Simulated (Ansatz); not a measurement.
RuSe:

```
Ru Se
1.0
     3.18769    0.00000    0.00000
     0.00000    3.18769    0.00000
     0.00000    0.00000    3.18769
Ru Se
1 1
Cartesian
  0.0000 0.0000 0.0000
  1.5938 1.5938 1.5938
```

The cell comes from a database or a generator and needn't be the stable form of this composition.

```yaml
Program: Ansatz 0.2.0
Task: relaxation of cell and atoms
Functional: PBE
Potentials_or_basis: Ansatz PAW
Cutoff: "420 eV (not typed: the program's choice for these potentials)"
k_mesh: 8 × 8 × 8
Occupations: fermi-dirac, width 0.05 eV
Spin: no spin polarisation
```

At the start: volume 16.20 Å³/atom.

Q: How do energy, volume and symmetry change on relaxing?

A: It ends after 4 steps and the volume is 15.31 Å³/atom (-5.5 %); space group Pm-3m (No. 221, to 0.05 Å).

The path:
```
step  energy change (eV)  largest force (eV/Å)  volume (Å³)
   1              0.0000                0.0000        32.39
   2             -0.0497                0.0000        30.84
   3             -0.0506                0.0000        30.62
   4             -0.0501                0.0000        30.62
```

Final structure:
```xyz
2
Lattice="3.1286 0.0000 0.0000 0.0000 3.1286 0.0000 0.0000 0.0000 3.1286" Properties=species:S:1:pos:R:3 pbc="T T T"
Ru    0.0000    0.0000    0.0000
Se    1.5643    1.5643    1.5643
```

Caveat: the plane-wave basis is chosen anew once the cell has moved, so the energies of steps on either side of that aren't comparable.
